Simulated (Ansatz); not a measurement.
**C₂H₆B₂O: how energies converge with the basis set**

How large a basis does C₂H₆B₂O need? Two functionals are run in growing sets.

Method: one geometry, several basis sets; program: Ansatz 0.2.0, Gaussian basis.

Plan: PBE0-D4/def2-SVP; ωB97M-V/def2-SVP; PBE0-D4/def2-QZVPP; ωB97M-V/def2-QZVPP; the functionals' def2-TZVPP values are taken from earlier runs.

## 1. The relaxed structure

The geometry comes from an earlier relaxation with PBE0-D4 in a triple-zeta def2 set; it is a stationary point, not always the lowest conformer.

11 atoms, charge 0, spin multiplicity 1.

Atoms are counted from 1 here; the program's logs count them from 0.

Bond lengths: B1–C2 1.451 Å, B1–B4 1.757 Å, B1–H6 1.304 Å, B1–H7 1.184 Å, C2–C3 1.515 Å, C2–B4 1.709 Å, C2–H8 1.085 Å, C3–B4 1.552 Å, C3–H9 1.085 Å, C3–H10 1.088 Å, B4–O5 1.372 Å, B4–H6 1.410 Å, O5–H11 0.959 Å. Angles: C2–B1–B4 63.6°, C2–B1–H6 105.8°, C2–B1–H7 140.0°, B4–B1–H6 52.3°, B4–B1–H7 141.9°, H6–B1–H7 114.0°, B1–C2–C3 112.2°, B1–C2–B4 67.0°, B1–C2–H8 124.5°, C3–C2–B4 57.2°, C3–C2–H8 120.9°, B4–C2–H8 132.3°, C2–C3–B4 67.7°, C2–C3–H9 115.7°, C2–C3–H10 115.6°, B4–C3–H9 121.7°, B4–C3–H10 117.0°, H9–C3–H10 112.2° and more.

## 2. PBE0-D4 in def2-SVP

in.yaml

```yaml
crystal:
  periodic: [false, false, false]
  atoms:
    - {symbol: B, position_ang: [-1.321154, 0.533510, 0.291057]}
    - {symbol: C, position_ang: [-0.381577, -0.328316, 0.983558]}
    - {symbol: C, position_ang: [1.055710, -0.017595, 0.618699]}
    - {symbol: B, position_ang: [0.108933, 0.052973, -0.608929]}
    - {symbol: O, position_ang: [0.116986, -0.447389, -1.886447]}
    - {symbol: H, position_ang: [-0.602483, 1.266114, -0.514171]}
    - {symbol: H, position_ang: [-2.488488, 0.690769, 0.171576]}
    - {symbol: H, position_ang: [-0.644938, -1.265882, 1.461281]}
    - {symbol: H, position_ang: [1.472882, 0.877338, 1.069199]}
    - {symbol: H, position_ang: [1.743902, -0.859448, 0.663328]}
    - {symbol: H, position_ang: [1.005629, -0.558974, -2.228552]}
basis:
  gaussian: {orbitals: def2-SVP}
hamiltonian: {xc: pbe0, dispersion: d4}
output: {orbitals: {seedname: orbitals}}
```

Command:

```console
> ansatz run in.yaml --threads 2 --pin off --events-out ev --progress --plain --max-ram 4352MiB
```

After this run come: ωB97M-V in def2-SVP; PBE0-D4 in def2-QZVPP; ωB97M-V in def2-QZVPP.

Before running them: what should the planned runs give, taken together? Wanted: PBE0-D4: double and triple zeta above quadruple; ωB97M-V: double and triple zeta above quadruple.

As calculated:

| quantity | value |
| --- | --- |
| PBE0-D4: double and triple zeta above quadruple | 6.49, 0.32 eV |
| ωB97M-V: double and triple zeta above quadruple | 6.71, 0.30 eV |

In words: For PBE0-D4 the step from double to triple zeta gains 6.16 eV and the next only 0.32 eV. Total energies overstate the basis error of differences, where much of it tends to cancel. The LUMO of ωB97M-V is positive and keeps falling with the basis (1.68 to 1.07 eV): an unbound level that the basis holds in place.
